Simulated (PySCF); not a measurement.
**C4H13NOSi, an adsorbate on a surface model (Si site with back bonds C, C, C): core binding energies**

What core binding energies should one expect for `C[SiH](C)C` with `NC=O`?

Programs: PySCF 2.14.0. All values are calculated, for the isolated system unless a continuum is named. Atoms count from 0, parts from 1.

## (1) The system as given

20 atoms, charge 0, multiplicity 1; geometry: GFN2-xTB, MD frame. Parts: 1 = atoms 0–13, `C[SiH](C)C`, charge 0; 2 = atoms 14–19, `NC=O`, charge 0.

## (2) Core-electron binding energies: SCAN, X2C

What the job is given:

```
{"job": {"kind": "xps", "holes": 2}, "charge": 0, "multiplicity": 1, "parts": [{"atoms": "0-13", "charge": 0, "multiplicity": 1}, {"atoms": "14-19", "charge": 0, "multiplicity": 1}]}
Si    -0.085804     0.811204    -1.918317
C      1.573483     0.704733    -0.988497
C     -1.048792    -0.842677    -1.649178
C     -1.064549     2.247039    -1.300826
H      0.218893     1.011788    -3.383228
H      1.425924     0.740515     0.110841
H      2.155619    -0.203213    -1.200315
H      2.149378     1.585240    -1.250881
H     -1.966225    -0.819168    -2.218377
H     -0.459993    -1.716028    -1.926406
H     -1.314037    -0.971763    -0.583339
H     -1.901115     2.556736    -1.961896
H     -0.410224     3.102190    -1.253664
H     -1.480303     2.066065    -0.299687
N      0.986369    -1.876839     1.461180
C      0.195237    -1.337502     2.439499
O     -0.450106    -0.348261     2.328732
H      1.536187    -2.703256     1.573318
H      0.957925    -1.457020     0.559633
H      0.142555    -1.993411     3.318588
```

With the program's defaults for keys left out, this is: delta-SCF UKS SCAN, pcX-2 on the ionised atom, pcseg-1 elsewhere, spin-free X2C.

On the command line:

```console
> OMP_NUM_THREADS=1 python cluster_run.py task.json out
```

One launch serves the whole session: the jobs run in the order shown.

**Question.** The jobs that follow are: delta-SCF UKS SCAN, pcX-2 on the ionised atom, pcseg-1 elsewhere, spin-free X2C; delta-SCF UKS SCAN, pcX-2 on the ionised atom, pcseg-1 elsewhere, spin-free X2C; delta-SCF UKS SCAN, pcX-2 on the ionised atom, pcseg-1 elsewhere, spin-free X2C; delta-SCF UKS SCAN, pcX-2 on the ionised atom, pcseg-1 elsewhere, spin-free X2C; delta-SCF UKS SCAN, pcX-2 on the ionised atom, pcseg-1 elsewhere, spin-free X2C. Predict: C1s binding energies, SCAN/pcX-2 (standing for 1 of 4 atoms); N1s binding energies, SCAN/pcX-2.

As calculated:

```
                                                    quantity          value
C1s binding energies, SCAN/pcX-2 (standing for 1 of 4 atoms)   C1 289.87 eV
                            N1s binding energies, SCAN/pcX-2  N14 406.19 eV
```

In words: A capped cluster stands for the solid here, so long-range fields and strain are missing, and bands or shifts of the capping hydrogens have no counterpart in it.
